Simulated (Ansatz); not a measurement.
**CH₉BSiSn: one species, many methods**

How much do the methods differ for CH₉BSiSn? The plan is to run it at one geometry with functionals of several rungs and with coupled cluster, and see how far each lands from CCSD(T) at the basis-set limit for the atomisation energy.

Method: functionals in def2-TZVPP, the program's frozen cores in correlated methods; program: Ansatz 0.2.0, Gaussian basis.

The runs, in order: PBE-D4, r2SCAN-D4, PBE0-D4, B3LYP-D4, ωB97X-V, ωB97M-V, B2PLYP; CCSD(T)/def2-TZVPP; MP2/def2-QZVPP; extrapolation to the limit.

### Step 1. The relaxed structure

An earlier PBE0-D4 in a triple-zeta def2 set relaxation fixed the geometry. Sn takes the def2 core potential; no spin-orbit term is included.

SMILES `[SiH3]B[CH2][SnH3]`, 13 atoms, charge 0, spin multiplicity 1.

Atoms are counted from 1 here; the program's logs count them from 0.

Bond lengths: Si1–B2 2.017 Å, Si1–H5 1.490 Å, Si1–H6 1.493 Å, Si1–H7 1.494 Å, B2–C3 1.511 Å, B2–H8 1.202 Å, C3–Sn4 2.219 Å, C3–H9 1.090 Å, C3–H10 1.090 Å, Sn4–H11 1.705 Å, Sn4–H12 1.702 Å, Sn4–H13 1.702 Å. Angles: B2–Si1–H5 113.4°, B2–Si1–H6 109.0°, B2–Si1–H7 112.3°, H5–Si1–H6 107.2°, H5–Si1–H7 107.6°, H6–Si1–H7 107.1°, Si1–B2–C3 122.2°, Si1–B2–H8 119.0°, C3–B2–H8 118.7°, B2–C3–Sn4 91.9°, B2–C3–H9 119.9°, B2–C3–H10 120.2°, Sn4–C3–H9 103.0°, Sn4–C3–H10 103.0°, H9–C3–H10 112.5°, C3–Sn4–H11 112.8°, C3–Sn4–H12 106.6°, C3–Sn4–H13 106.3° and more.

### Step 2. PBE-D4 (GGA)

Input file in.yaml:

```yaml
crystal:
  periodic: [false, false, false]
  atoms:
    - {symbol: Si, position_ang: [-0.736413, 1.683459, -0.993767]}
    - {symbol: B, position_ang: [-0.674024, 0.501599, 0.639848]}
    - {symbol: C, position_ang: [0.628645, 0.025979, 1.239488]}
    - {symbol: Sn, position_ang: [0.621619, -1.803988, -0.014915]}
    - {symbol: H, position_ang: [-1.790862, 1.289444, -1.970266]}
    - {symbol: H, position_ang: [-1.029918, 3.084648, -0.568266]}
    - {symbol: H, position_ang: [0.567203, 1.709408, -1.723614]}
    - {symbol: H, position_ang: [-1.706494, 0.113644, 1.118688]}
    - {symbol: H, position_ang: [0.646470, -0.371913, 2.254517]}
    - {symbol: H, position_ang: [1.566877, 0.507346, 0.964059]}
    - {symbol: H, position_ang: [-0.663722, -1.833037, -1.135063]}
    - {symbol: H, position_ang: [0.485018, -3.123567, 1.051922]}
    - {symbol: H, position_ang: [2.105903, -1.817721, -0.847732]}
basis:
  gaussian: {orbitals: def2-TZVPP}
hamiltonian: {xc: pbe, dispersion: d4}
output: {forces: true, orbitals: {seedname: orbitals}}
```

Started as:

```sh
ansatz run in.yaml --threads 4 --pin off --events-out ev --progress --plain --max-ram 10444MiB
```

Further steps of the session: r2SCAN-D4 (meta-GGA); PBE0-D4 (hybrid); B3LYP-D4 (hybrid); ωB97X-V (range-separated); ωB97M-V (range-separated); B2PLYP (double hybrid); CCSD(T) in def2-TZVPP; MP2 in def2-QZVPP.

Q: Predict the results of all the runs planned. Wanted: atomisation energy, CCSD(T)/CBS; farthest; mean size of error, hybrid; mean size of error, range-separated; gap, smallest and largest; T1 diagnostic; triples share of the correlation energy.

**Answer**, as computed:

| quantity | value |
| --- | --- |
| atomisation energy, CCSD(T)/CBS | 3976.1 kJ/mol |
| functionals within 39.8 kJ/mol (1.0 %) | PBE-D4, r2SCAN-D4, PBE0-D4, B3LYP-D4, ωB97X-V, ωB97M-V |
| farthest | B2PLYP (-67.1 kJ/mol) |
| mean size of error, hybrid | 19.8 kJ/mol |
| mean size of error, range-separated | 11.1 kJ/mol |
| gap, smallest and largest | 4.33 eV (PBE-D4), 10.89 eV (ωB97X-V) |
| T1 diagnostic | 0.0132 |
| triples share of the correlation energy | 3.3 % |

What this shows: PBE-D4 is off by -17.0 kJ/mol. Double hybrids carry the basis error of their MP2 part in triple zeta, and no dispersion term here, so their miss is partly the set-up's. The reference freezes the cores and leaves out spin-orbit coupling and excitations past (T), and its outer-core shells are covered unevenly, so misses under about 39.8 kJ/mol can't be ranked. All levels share the lack of spin-orbit coupling, which lowers the free heavy atoms and so the true binding. Hartree-Fock recovers 76 % of the binding; the rest is correlation. The gap grows from 4.3 to 10.9 eV across the functionals, mostly with the share of exact exchange. Correlated methods include outer-core shells of Sn, which these sets cover unevenly.
